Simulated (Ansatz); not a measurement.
# K+ with H₂O: structure and interaction energy

How do K+ and H₂O sit together, how strongly do they interact, and which methods get it right?

The runs use Ansatz 0.2.0, Gaussian basis; PBE0-D4 structure, single points in def2-TZVPPD.

Levels: PBE-D4, revPBE-D4, BLYP-D4, r2SCAN-D4, B97M-V, PBE0-D4, B3LYP-D4, HSE06-D4, wB97X-V, wB97M-V, B2PLYP, Hartree-Fock, MP2, CCSD, CCSD(T). The reference is CCSD(T) extrapolated to the basis limit. For elements past Ar these valence bases correlate outer-core shells poorly and lack relativity, so that limit is rough.

Correlated methods freeze the cores. The outer core shell of Li, Na, Mg and K is correlated. B3LYP uses VWN-RPA correlation. B2PLYP carries no dispersion term here.

25 further runs of the same task are left out: 25 set aside as unsound or not needed.

## 1. Where the work starts

The pair, from a GFN2-xTB docking trial: 4 atoms, charge 1, spin multiplicity 1.

Atoms are counted from 1 here; the program's logs count them from 0.

Bond lengths: K1–O2 2.386 Å, O2–H3 0.967 Å, O2–H4 0.969 Å. Angles: K1–O2–H3 128.6°, K1–O2–H4 128.7°, H3–O2–H4 102.7°.

Coordinates:

```xyz
4

K     0.1982    0.1361   -2.0779
O    -0.0292   -0.0134    0.2925
H    -0.8276   -0.1750    0.8136
H     0.6586    0.0522    0.9718
```

Atoms 1 to 1 are fragment A (K+), the rest fragment B (H₂O).

## 2. A first relaxation in a small basis

Contents of pre/in.yaml:

```yaml
crystal:
  periodic: [false, false, false]
  atoms:
    - {symbol: K, position_ang: [0.198200, 0.136100, -2.077900]}
    - {symbol: O, position_ang: [-0.029200, -0.013400, 0.292500]}
    - {symbol: H, position_ang: [-0.827600, -0.175000, 0.813600]}
    - {symbol: H, position_ang: [0.658600, 0.052200, 0.971800]}
basis:
  gaussian: {orbitals: def2-SVP}
total_charge: 1
hamiltonian: {xc: pbe, dispersion: d4}
relax: {f_tol: 0.03, max_steps: 250}
```

The command line of these runs was not kept.

The runs that follow: Relaxation at PBE0-D4; CCSD(T)/def2-TZVPPD; Vibrations of the pair.

Q: Predict the outcome of this session. Wanted: interaction energy, CCSD(T)/CBS; of it Hartree-Fock; D4 term of PBE0-D4; shortest contact; lowest wavenumber.

The runs gave:

| quantity | value |
| --- | --- |
| interaction energy, CCSD(T)/CBS | -73.31 kJ/mol |
| of it Hartree-Fock (basis limit) | -70.65 kJ/mol |
| D4 term of PBE0-D4 | -1.47 kJ/mol |
| shortest contact | K1–O2 2.63 Å |
| lowest wavenumber | 214 cm⁻¹ |

In words: The pair is bound by 73.31 kJ/mol at fixed fragment shapes. Hartree-Fock gives 96 % of it, so electrostatics, induction and charge transfer lead. HSE06-D4 is the best functional here (-0.02 kJ/mol from CCSD(T)/CBS); revPBE-D4 is the worst (+5.94 kJ/mol). Mean unsigned error by rung: GGA 3.39, meta-GGA 1.36, hybrid 0.06, screened hybrid 0.02, range-separated hybrid 0.27, double hybrid 2.26 kJ/mol. PBE-D4 gives an interaction energy 1.57 kJ/mol too high, an error of 2 % of the reference. CCSD(T) moves by -4.12 kJ/mol from triple zeta to the limit; gaps between functionals far smaller than that don't rank them. A lower arrangement may exist.
